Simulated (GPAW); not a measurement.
# AlSn (P-6m2) in GPAW: notebook

The runs below take AlSn through band structure, with PBE.

All numbers are computed with GPAW 26.7.0; they aren't measurements. Logs are shortened: lines on timing, memory, paths and dates and some standing lists are left out, and cuts for length are marked. The log counts tension as positive stress, the text compression.

### Step 1. Starting point

Symmetry: P-6m2, No. 187, hexagonal system. The conventional cell has a = 4.198 Å, b = 4.198 Å, c = 3.307 Å, α = 90.00°, β = 90.00°, γ = 120.00°. Sn (site symmetry -6m2) has 6 Al at 2.93 Å and 2 Sn at 3.31 Å as nearest neighbours. Around Al (site symmetry -6m2) lie 6 Sn at 2.93 Å and 2 Al at 3.31 Å.

The cell comes from a database or a generator and needn't be the stable form of this composition.

### Step 2. Band structure, PBE

The input, run.py:

```python
from ase.dft.bandgap import bandgap
from ase.io import read, write
from ase.units import GPa
from gpaw import GPAW, PW

atoms = read('POSCAR')

calc = GPAW(mode=PW(600),
            xc='PBE',
            kpts={'size': (7, 7, 8), 'gamma': True},
            occupations={'name': 'fermi-dirac', 'width': 0.05},
            nbands=17,
            convergence={'density': 1e-05, 'energy': 1e-05},
            maxiter=150,
            txt='gpaw.txt')
atoms.calc = calc
energy = atoms.get_potential_energy()
forces = atoms.get_forces()
stress = atoms.get_stress()
calc.write('gs.gpw')
write('result.traj', atoms)
print(f'Energy: {energy:.6f} eV')
print('Forces (eV/A):')
print(forces.round(4))
print('Stress (GPa):', (stress / GPa).round(3))
print('Fermi level:', round(calc.get_fermi_level(), 4), 'eV')
print(f'Gap: {bandgap(calc)[0]:.4f} eV, direct: {bandgap(calc, direct=True)[0]:.4f} eV')

path = atoms.cell.bandpath('GMKGALHA,LM,KH', npoints=100, eps=1e-4)
bs_calc = calc.fixed_density(kpts=path, symmetry='off', nbands=29,
                             convergence={'bands': 'CBM+6.0', 'eigenstates': 1e-6}, txt='bands.txt')
bs = bs_calc.band_structure()
bs.write('bs.json')
print(f'Gap on the path: {bandgap(bs_calc)[0]:.4f} eV')
```

The input, POSCAR:

```
AlSn
1.0
    4.1981056157      0.0000000000      0.0000000000
   -2.0990528078      3.6356661109      0.0000000000
    0.0000000000      0.0000000000      3.3068470000
Sn Al
1 1
Direct
    0.3333333333      0.6666666667      0.5000000000
    0.0000000000      0.0000000000      0.0000000000
```

Potentials or basis: GPAW PAW data sets (gpaw-data 1.2.1), pw.

Command:

```
> OMP_NUM_THREADS=1 python run.py
```

gpaw.txt:

```text
__  _  _
 | _ |_)|_||  |
 |__||  | ||/\| - 26.7.0

Input parameters:
  mode=PW(ecut=600.0),
  convergence={'density': 1e-05, 'energy': 1e-05},
  kpts=MonkhorstPack(size=(7, 7, 8), gamma=True),
  maxiter=150,
  nbands=17,
  occupations=Occupations(name='fermi-dirac', width=0.05),
  xc=XC(name='PBE')

Diagonalizing LCAO Hamiltonian
Converting LCAO to pw mode

         Sn

       Al

Atoms  # Å, Bohr magnetons
|   | symbol |         x |        y |        z |    initial magnetic moments |
|---|--------|-----------|----------|----------|-----------------------------|
| 0 |     Sn | -0.000000 | 2.423777 | 1.653423 | ( 0.0000,  0.0000,  0.0000) |
| 1 |     Al |  0.000000 | 0.000000 | 0.000000 | ( 0.0000,  0.0000,  0.0000) |

Unit cell  # Å
| periodic |         x |        y |        z |  lengths |     angles |
|----------|-----------|----------|----------|----------|------------|
|      yes |  4.198106 | 0.000000 | 0.000000 | 4.198106 |  90.000000 |
|      yes | -2.099053 | 3.635666 | 0.000000 | 4.198106 |  90.000000 |
|      yes |  0.000000 | 0.000000 | 3.306847 | 3.306847 | 120.000000 |

Number of symmetries: 12
Symmetry operations  # r_c * U_cc + t_c -> r_c
|    | kind |            matrix            |
|----|------|------------------------------|
|  0 |  σ   |  1, 1, 0,  0,-1, 0,  0, 0, 1 |
|  1 |  C2  |  1, 1, 0,  0,-1, 0,  0, 0,-1 |
|  2 |  E   |  1, 0, 0,  0, 1, 0,  0, 0, 1 |
|  3 |  σ   |  1, 0, 0,  0, 1, 0,  0, 0,-1 |
|  4 |  C3  |  0, 1, 0, -1,-1, 0,  0, 0, 1 |
|  5 |  S3  |  0, 1, 0, -1,-1, 0,  0, 0,-1 |
|  6 |  σ   |  0,-1, 0, -1, 0, 0,  0, 0, 1 |
|  7 |  C2  |  0,-1, 0, -1, 0, 0,  0, 0,-1 |
|  8 |  σ   | -1, 0, 0,  1, 1, 0,  0, 0, 1 |
|  9 |  C2  | -1, 0, 0,  1, 1, 0,  0, 0,-1 |
| 10 |  C3  | -1,-1, 0,  1, 0, 0,  0, 0, 1 |
| 11 |  S3  | -1,-1, 0,  1, 0, 0,  0, 0,-1 |

BZ-sampling:
  Number of BZ points: 392
  Number of IBZ points: 40

  Monkhorst-Pack size: [7, 7, 8]
  Monkhorst-Pack shift: [0.0, 0.0, 0.0625]

K-points  # in reciprocal-cell coordinates
|     |                                coordinates |     weight |
|-----|--------------------------------------------|------------|
|   0 | (  0.00000000,   0.00000000,   0.00000000) | 0.00255102 |
|   1 | (  0.00000000,   0.00000000,   0.12500000) | 0.00510204 |
|   2 | (  0.00000000,   0.00000000,   0.25000000) | 0.00510204 |
|   3 | (  0.00000000,   0.00000000,   0.37500000) | 0.00510204 |
|   4 | (  0.00000000,   0.00000000,   0.50000000) | 0.00255102 |
|   5 | (  0.14285714,   0.00000000,   0.00000000) | 0.01530612 |
|   6 | (  0.14285714,   0.00000000,   0.12500000) | 0.03061224 |
|   7 | (  0.14285714,   0.00000000,   0.25000000) | 0.03061224 |
|   8 | (  0.14285714,   0.00000000,   0.37500000) | 0.03061224 |
|   9 | (  0.14285714,   0.00000000,   0.50000000) | 0.01530612 |
| ... |                                            |            |
|  39 | (  0.42857143,   0.42857143,   0.50000000) | 0.01530612 |

Plane wave coefficients: 1730
Cutoff: 600.0 eV

Spin-components: 1 (collinear spins)
Bands:           17
Projectors:      11
Spin-degeneracy: 2
Datatype:        complex128

Parallelization:
  kpt:    1
  domain: 1
  band:   1

Density:
  Valence electrons: 17.0
  Components: 1
  Grid points: [24 24 20]
  Charge: 0.0  # |e|

Potential:
  Grid points: [24 24 20]

species:
  Sn:
    name:    Tin
    Z:       50.0
    valence: 14
    core:    36
    charge:  0.0  # [|e|]
    compensation charges:
      type: gauss
      rc: 0.38  # [Å]
      lmax: 2
    cutoffs:
      filter: 2.23  # [Å]
      core: 2.35  # [Å]
    projectors
    | kind |    occ | energy [eV] | rcut [Å] |
    |------|--------|-------------|----------|
    |   5s |  2.000 |     -10.538 |    1.201 |
    |   5p |  2.000 |      -3.696 |    1.270 |
    |   4d | 10.000 |     -25.845 |    1.185 |
    |    s |        |      16.674 |    1.201 |
    |    p |        |      23.515 |    1.270 |
    |    d |        |       1.367 |    1.185 |

    Using partial waves for Sn as LCAO basis

  Al:
    name:    Aluminium
    Z:       13.0
    valence: 3
    core:    10
    charge:  0.0  # [|e|]
    compensation charges:
      type: gauss
      rc: 0.34  # [Å]
      lmax: 2
    cutoffs:
      filter: 1.91  # [Å]
      core: 2.36  # [Å]
    projectors
    | kind |    occ | energy [eV] | rcut [Å] |
    |------|--------|-------------|----------|
    |   3s |  2.000 |      -7.753 |    1.085 |
    |   3p |  1.000 |      -2.712 |    1.085 |
    |    s |        |      19.459 |    1.085 |
    |    p |        |      24.499 |    1.085 |
    |    d |        |       0.000 |    1.085 |

    Using partial waves for Al as LCAO basis

Reference energy: -174614.116572  # eV

eigensolver:
  PPCG
  Converge bands: occupied
  niter=2

density mixing:
  MSR1-Mixer
  Pratt-step length: 0.05
  Maximum mixing coefficient: 0.75
  Old densities: 10
  SVD Regularization: 0.005
  Good broyden scale: 1.0
  Trust region scale: 1.0
  Backstep threshold: 4.0
  History deletion threshold: 6.0
  Fourier metric: weight=20.0, sigma=0.015

occupation numbers:
  Fermi-Dirac:
    width: 0.0500  # eV

poisson solver:
  ecut: 4800.0  # eV

xc functional:
  name: PBE with 2 nearest neighbor stencil

convergence criteria:
- Maximum integral of absolute [dens]ity change: 1e-05 electrons / valence electron
- Maximum [total energy] change in last 3 cyles: 1e-05 eV / valence electron
- Maximum integral of absolute [eigenst]ate change: 4e-08 eV^2 / valence electron
maximum number of iterations: 150

SCF iterations
|iter     | |      energy | eigst |  dens |
|---------|-|-------------|-------|-------|
|iter:   1| |   -7.424738 | -0.01 |       |
|iter:   2| |   -7.425026 | -2.49 | -1.37 |
|iter:   3| |   -7.408067 | -2.57 | -1.40 |
|iter:   4| |   -7.408724 | -3.30 | -1.91 |
|iter:   5| |   -7.408888 | -4.58 | -2.65 |
|iter:   6| |   -7.408903 | -5.82 | -3.24 |
|iter:   7| |   -7.408905c| -6.76 | -3.83 |
|iter:   8| |   -7.408905c| -7.68c| -4.60 |
|iter:   9| |   -7.408905c| -7.90c| -5.17c|

Converged in 9 steps
Energy contributions relative to reference atoms: (reference = -174614.116572)

Energy contributions:
  Kinetic:           6.878763
  Coulomb:          -5.531885
  Zero:              0.010536
  External:          0.000000
  Xc:               -8.764231
  Entropy:          -0.004175
  Spinorbit:         0.000000
  ----------------------------
  Free energy:      -7.410993
  Extrapolated:     -7.408905

dipole moment: (-5.535574, -5.151329, -5.694257)  # |e|*Ang

Fermi level: 5.691
Eigenvalues  # (at kpt = [0.000, 0.000, 0.000])
| band index |      eig [eV] | occ [0-2] |
|------------|---------------|-----------|
|          0 |       -15.664 |     2.000 |
|          1 |       -15.558 |     2.000 |
|          2 |       -15.558 |     2.000 |
|          3 |       -15.538 |     2.000 |
|          4 |       -15.538 |     2.000 |
|          5 |        -4.751 |     2.000 |
[... 9 lines left out ...]
|         15 |        19.131 |     0.000 |
|         16 |        19.143 |     0.000 |

No gap
No difference between direct/indirect transitions

Forces  # eV/Ang
|        x |        y |       z |
|----------|----------|---------|
| -0.00000 | -0.00000 | 0.00000 |  # Sn   0
|  0.00000 |  0.00000 | 0.00000 |  # Al   1

Stress tensor  # eV/Ang^3
|         x |         y |         z |
|-----------|-----------|-----------|
| -0.000262 |  0.000000 |  0.000000 |
|  0.000000 | -0.000262 |  0.000000 |
|  0.000000 |  0.000000 | -0.001852 |

# Writing to gs.gpw (mode='')
```

Wall time 59 s (1 thread of Arm Neoverse V1, shared host); peak memory 0.29 GiB.

What came out:

| Property | Result |
| --- | --- |
| Free energy | -7.4110 eV |
| Pressure | 0.1 GPa |
| Band gap along the path | none (metal or under the smearing width) |

Levels at the corners of the path, in eV from the Fermi level:
```
point  band 4  band 5  band 6  band 7  band 8  band 9  band 10  band 11  band 12  band 13
    Γ  -21.23  -21.23  -10.44   -0.23   -0.23    0.70     2.60     3.12     3.12     5.18
    M  -21.23  -21.23   -8.61   -6.33   -1.84    0.59     4.42     6.48     7.14     7.96
    K  -21.23  -21.23   -8.18   -6.34   -3.95    5.02     5.47     5.80     5.99     6.11
    Γ  -21.23  -21.23  -10.44   -0.23   -0.23    0.70     2.60     3.12     3.12     5.18
    A  -21.24  -21.18   -7.41   -6.22    2.71    2.71     3.57     3.57     3.78     4.15
    L  -21.22  -21.17   -5.71   -4.23   -3.17   -2.35     1.18     2.37     3.70     3.98
    H  -21.23  -21.17   -5.35   -3.62   -3.10   -2.61    -0.87     0.18     7.65     8.06
    A  -21.24  -21.18   -7.41   -6.22    2.71    2.71     3.57     3.57     3.78     4.15
    L  -21.22  -21.17   -5.71   -4.23   -3.17   -2.35     1.18     2.37     3.70     3.98
    M  -21.23  -21.23   -8.61   -6.33   -1.84    0.59     4.42     6.48     7.14     7.96
    K  -21.23  -21.23   -8.18   -6.34   -3.95    5.02     5.47     5.80     5.99     6.11
    H  -21.23  -21.17   -5.35   -3.62   -3.10   -2.61    -0.87     0.18     7.65     8.06
```

Caveat: spin-orbit coupling is left out, which moves the levels of the heavy elements.

### Step 3. Band structure, PBE, spin-orbit coupling, no magnetisation

run.py: that of step 2 with these lines changed.

```diff
@@ -1 +1,2 @@
+import numpy as np
 from ase.dft.bandgap import bandgap
@@ -4,2 +5,3 @@
 from gpaw import GPAW, PW
+from gpaw.spinorbit import soc_eigenstates
 
@@ -34 +36,7 @@
 print(f'Gap on the path: {bandgap(bs_calc)[0]:.4f} eV')
+
+soc = soc_eigenstates(bs_calc, theta=90, phi=0)
+np.savetxt('soc_bands.dat', soc.eigenvalues(), fmt='%.4f')
+mesh = soc_eigenstates('gs.gpw', theta=90, phi=0)
+np.savetxt('soc_mesh.dat', mesh.eigenvalues(), fmt='%.4f')
+print('Fermi level with spin-orbit coupling:', round(mesh.fermi_level, 4), 'eV')
```

POSCAR is that of step 2.

Potentials or basis: GPAW PAW data sets (gpaw-data 1.2.1), pw.

Command:

```
> OMP_NUM_THREADS=1 python run.py
```

Wall time 60 s (1 thread of Arm Neoverse V1, shared host); peak memory 0.33 GiB.

It converged, with:

```yaml
Free_energy: -7.4110 eV
Pressure: 0.1 GPa
Band_gap_along_the_path: none (metal or under the smearing width)
```

Stress tensor (GPa, compression positive):
```
0.04 0.00 0.00
0.00 0.04 0.00
0.00 0.00 0.30
```

Levels at the corners of the path, in eV from the Fermi level:
| point | band 13 | band 14 | band 15 | band 16 | band 17 | band 18 | band 19 | band 20 |
| --- | --- | --- | --- | --- | --- | --- | --- | --- |
| Γ | -0.39 | -0.39 | -0.08 | -0.08 | 0.71 | 0.71 | 2.60 | 2.60 |
| M | -6.33 | -6.33 | -1.84 | -1.84 | 0.60 | 0.60 | 4.41 | 4.41 |
| K | -6.38 | -6.29 | -4.03 | -3.87 | 4.88 | 4.99 | 5.47 | 5.48 |
| Γ | -0.39 | -0.39 | -0.08 | -0.08 | 0.71 | 0.71 | 2.60 | 2.60 |
| A | -6.22 | -6.22 | 2.42 | 2.42 | 2.97 | 2.97 | 3.56 | 3.56 |
| L | -4.23 | -4.23 | -3.16 | -3.16 | -2.33 | -2.33 | 1.19 | 1.19 |
| H | -3.66 | -3.63 | -3.13 | -3.02 | -2.60 | -2.59 | -0.99 | -0.72 |
| A | -6.22 | -6.22 | 2.42 | 2.42 | 2.97 | 2.97 | 3.56 | 3.56 |
| L | -4.23 | -4.23 | -3.16 | -3.16 | -2.33 | -2.33 | 1.19 | 1.19 |
| M | -6.33 | -6.33 | -1.84 | -1.84 | 0.60 | 0.60 | 4.41 | 4.41 |
| K | -6.38 | -6.29 | -4.03 | -3.87 | 4.88 | 4.99 | 5.47 | 5.48 |
| H | -3.66 | -3.63 | -3.13 | -3.02 | -2.60 | -2.59 | -0.99 | -0.72 |

Caveat: spin-orbit coupling was added after a scalar SCF, so levels and gaps hold it while energy, forces, pressure and moments don't; this program's spin-orbit splittings come out too wide for heavy elements.
